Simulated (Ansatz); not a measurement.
# Ga2H6O2: up Jacob's ladder to CCSD(T)

An exercise on one series of results from a longer session: the logs are not shown, and one member is left open.

Method: functionals in def2-TZVPP, the program's frozen cores in correlated methods; program: Ansatz 0.2.0, Gaussian basis.

The runs, in order: LDA (SPW92), PBE-D4, revPBE-D4, BLYP-D4, r2SCAN-D4, B97M-V, PBE0-D4, B3LYP-D4, r2SCANh-D4, r2SCAN0-D4, HSE06-D4, BHLYP-D4, CAM-B3LYP-D4, LC-ωPBE, ωB97X-V, ωB97M-V, B2PLYP, PBE-QIDH; CCSD(T)/def2-SVP; CCSD(T)/def2-TZVPP; MP2/def2-QZVPP; extrapolation to the limit; RPA on PBE.

## The relaxed structure

An earlier PBE0-D4 in a triple-zeta def2 set relaxation fixed the geometry.

SMILES `[OH+]1[GaH2-][OH+][GaH2-]1`, 10 atoms, charge 0, spin multiplicity 1.

Atoms are counted from 1 here; the program's logs count them from 0.

Bond lengths: O1–Ga2 1.962 Å, O1–Ga4 1.962 Å, O1–H5 0.959 Å, Ga2–O3 1.962 Å, Ga2–H6 1.564 Å, Ga2–H7 1.563 Å, O3–Ga4 1.962 Å, O3–H8 0.959 Å, Ga4–H9 1.563 Å, Ga4–H10 1.564 Å. Angles: Ga2–O1–Ga4 97.8°, Ga2–O1–H5 115.0°, Ga4–O1–H5 115.0°, O1–Ga2–O3 82.2°, O1–Ga2–H6 110.5°, O1–Ga2–H7 107.5°, O3–Ga2–H6 107.5°, O3–Ga2–H7 110.6°, H6–Ga2–H7 128.7°, Ga2–O3–Ga4 97.8°, Ga2–O3–H8 115.0°, Ga4–O3–H8 115.0°, O1–Ga4–O3 82.2°, O1–Ga4–H9 107.5°, O1–Ga4–H10 110.5°, O3–Ga4–H9 110.6°, O3–Ga4–H10 107.5°, H9–Ga4–H10 128.7°.

The first run:

Input file in.yaml:

```yaml
crystal:
  periodic: [false, false, false]
  atoms:
    - {symbol: O, position_ang: [-0.226681, 0.940442, -0.853050]}
    - {symbol: Ga, position_ang: [-1.156128, 0.451149, 0.804113]}
    - {symbol: O, position_ang: [0.228356, -0.938391, 0.854272]}
    - {symbol: Ga, position_ang: [1.155407, -0.451328, -0.805076]}
    - {symbol: H, position_ang: [0.105096, 1.840174, -0.881059]}
    - {symbol: H, position_ang: [-2.515803, -0.250982, 0.483333]}
    - {symbol: H, position_ang: [-0.854921, 1.564540, 1.859626]}
    - {symbol: H, position_ang: [-0.101809, -1.838711, 0.884969]}
    - {symbol: H, position_ang: [2.517406, 0.247886, -0.487999]}
    - {symbol: H, position_ang: [0.849087, -1.564778, -1.859119]}
basis:
  gaussian: {orbitals: def2-TZVPP}
hamiltonian: {xc: lda}
output: {orbitals: {seedname: orbitals}}
```

The run is started by

```sh
> ansatz run in.yaml --threads 4 --pin off --events-out ev --progress --plain --max-ram 10444MiB
```

Among the steps run: LDA; PBE-D4 (GGA); revPBE-D4 (GGA); BLYP-D4 (GGA); r2SCAN-D4 (meta-GGA); B97M-V (meta-GGA); PBE0-D4 (hybrid); B3LYP-D4 (hybrid); r2SCANh-D4 (hybrid); r2SCAN0-D4 (hybrid); HSE06-D4 (hybrid); BHLYP-D4 (hybrid); CAM-B3LYP-D4 (range-separated); LC-ωPBE (range-separated); ωB97X-V (range-separated); ωB97M-V (range-separated); B2PLYP (double hybrid); PBE-QIDH (double hybrid).

One of the session's tables, all rows but one given; the rest of the session is left out.

It belongs to the step «Frontier levels by functional». 

```
  functional  HOMO (eV)  gap (eV)
 LDA (SPW92)      -6.73      5.12
      PBE-D4      -6.67      5.31
   revPBE-D4      -6.63      5.40
     BLYP-D4      -6.59      5.29
   r2SCAN-D4      -7.01      6.07
      B97M-V      -7.15      5.90
     PBE0-D4      -8.02      7.47
    B3LYP-D4      -7.83      7.00
  r2SCANh-D4      -7.51      6.83
  r2SCAN0-D4      -8.25      7.95
    HSE06-D4      -7.62      6.70
    BHLYP-D4          ?         ?
CAM-B3LYP-D4      -9.43      9.71
     LC-ωPBE     -10.76     12.27
     ωB97X-V     -10.44     11.76
     ωB97M-V     -10.27     11.28
```

Q: Estimate the row for BHLYP-D4 from the others.

Worked estimate for «HOMO (eV)». Against the share of exact exchange, BLYP-D4 (0, -6.59), B3LYP-D4 (0.2, -7.83) give a slope of -6.20 per unit share; at 0.5 the line stands at -9.69.

**Answer.** HOMO (eV): -9.31; gap (eV): 9.47. In «HOMO (eV)» the line misses by -0.38.
